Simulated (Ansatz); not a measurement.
**Al (Fm-3m): equation of state**

One table from this session's results is given with a row withheld; the runs are named, their logs left out.

Method: DFT PBE, scalar-relativistic, plane waves, PAW, in Ansatz 0.2.0.

### Starting point

The structure is cubic, space group Fm-3m (No. 225). Conventional cell: a = 4.042 Å, b = 4.042 Å, c = 4.042 Å, α = 90.00°, β = 90.00°, γ = 90.00°. Al (site symmetry m-3m) is surrounded by 12 Al at 2.86 Å.

Coordinates:

```
Al
1.0
     0.00000    2.02106    2.02106
     2.02106    0.00000    2.02106
     2.02106    2.02106    0.00000
Al
1
Direct
  0.00000 0.00000 0.00000
```

This cell comes from an earlier session at PBE: 16.511 Å³/atom at 0.00 GPa, on a 18×18×18 mesh.

Volume factors to run: 0.980, 1.020, 0.960, 1.040.

Set-up of the first run:

input.yaml

```yaml
crystal:
  lattice:
    - [0.0, 2.007497388, 2.007497388]
    - [2.007497388, 0.0, 2.007497388]
    - [2.007497388, 2.007497388, 0.0]
  atoms:
    - { symbol: Al, position: [0.0, 0.0, 0.0] }
basis:
  ecutwfc: 420
  ecutrho_ratio: 4
kpoints:
  mp_grid: { grid: [18, 18, 18] }
hamiltonian:
  xc: pbe
scf:
  occupations: { method: gaussian, width: 0.05 }
output:
  forces: true
  stress: true
  eigenvalues: true
```

On the command line:

```sh
$ ansatz run input.yaml --threads 1 --pin off --max-ram 2560MiB --backend cpu --events-out ev --progress --plain --runs-dir out
```

Among the steps run: Volume × 0.980; At 1.020 of the relaxed volume; Scaling the volume by 0.960; Volume × 1.040.

One of the session's tables, all rows but one given; the rest of the session is left out.

It belongs to the step «The fit». 

```
volume (Å³/atom)  energy (meV/atom)  pressure (GPa)
          15.850               6.44            3.32
          16.181               1.56            1.54
          16.511               0.00            0.00
          16.841                  ?               ?
          17.171               5.71           -2.77
```

Q: Estimate the row for volume (Å³/atom) = 16.841 from the others.

Worked estimate for «energy (meV/atom)». A straight line through the neighbours (16.511, 0.00) and (17.171, 5.71) gives 0.00 + (5.71 − 0.00) × (16.841 − 16.511) / (17.171 − 16.511) = 2.86; a parabola fitted to 3 rows on both sides gives 1.38.

As computed: energy (meV/atom): 1.41; pressure (GPa): -1.43. In «energy (meV/atom)» the line misses by +1.45 and the parabola by -0.03.
